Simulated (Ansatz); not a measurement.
Crystal: SiNi2.

```
CELL_PARAMETERS angstrom
4.99000 0.00000 0.00000
0.00000 3.72000 0.00000
0.00000 0.00000 7.03000
ATOMIC_POSITIONS crystal
Ni 0.32500 0.75000 0.93700
Ni 0.67500 0.25000 0.06300
Ni 0.17500 0.25000 0.43700
Ni 0.82500 0.75000 0.56300
Ni 0.45800 0.75000 0.29700
Ni 0.54200 0.25000 0.70300
Ni 0.04200 0.25000 0.79700
Ni 0.95800 0.75000 0.20300
Si 0.78600 0.75000 0.88600
Si 0.21400 0.25000 0.11400
Si 0.71400 0.25000 0.38600
Si 0.28600 0.75000 0.61400
```

```yaml
Program: Ansatz 0.2.0
Task: relaxation of cell and atoms
Functional: PBEsol
Dispersion: D3(BJ)
Potentials_or_basis: Ansatz PAW
Cutoff: "420 eV (not typed: the program's choice for these potentials)"
k_mesh: 6 × 7 × 4
Occupations: fermi-dirac, width 0.05 eV
Spin: collinear spin, ferromagnetic start
Starting_moments: "[1.0, 1.0, 1.0, 1.0, 1.0, 1.0, 1.0, 1.0, 0.0, 0.0, 0.0, 0.0] μB"
```

At the start: volume 10.87 Å³/atom.

How do energy, volume and symmetry change on relaxing?

It ends after 7 steps and the volume is 10.28 Å³/atom (-5.4 %); space group Pnma (No. 62, to 0.05 Å); moment 0.00 μB per cell.

The path:
```csv
step,energy change (eV),largest force (eV/Å),volume (Å³)
1,0.0000,0.3585,130.50
2,-0.2208,0.2119,126.68
3,-0.2911,0.0976,123.02
4,-0.2967,0.0825,123.40
5,-0.2982,0.0085,123.40
6,-0.2983,0.0007,123.42
7,-0.2958,0.0007,123.42
```

Final structure:
```yaml
crystal:
  lattice:
    - [4.83751, 0.00000, 0.00000]
    - [0.00000, 3.67366, 0.00000]
    - [0.00000, 0.00000, 6.94474]
  atoms:
    - { symbol: Ni, position: [0.32772, 0.75000, 0.93946] }
    - { symbol: Ni, position: [0.67228, 0.25000, 0.06054] }
    - { symbol: Ni, position: [0.17228, 0.25000, 0.43946] }
    - { symbol: Ni, position: [0.82772, 0.75000, 0.56054] }
    - { symbol: Ni, position: [0.45637, 0.75000, 0.29014] }
    - { symbol: Ni, position: [0.54363, 0.25000, 0.70986] }
    - { symbol: Ni, position: [0.04363, 0.25000, 0.79014] }
    - { symbol: Ni, position: [0.95637, 0.75000, 0.20986] }
    - { symbol: Si, position: [0.79563, 0.75000, 0.88780] }
    - { symbol: Si, position: [0.20437, 0.25000, 0.11220] }
    - { symbol: Si, position: [0.70437, 0.25000, 0.38780] }
    - { symbol: Si, position: [0.29563, 0.75000, 0.61220] }
```

Caveat: the plane-wave basis is chosen anew once the cell has moved, so the energies of steps on either side of that aren't comparable; pairwise dispersion overbinds metals, which lowers pressure and volume; the PAW data sets come from PBE, with cores solved anew for the run's functional, which leaves a small shift of forces and pressure; the starting moments weren't kept.
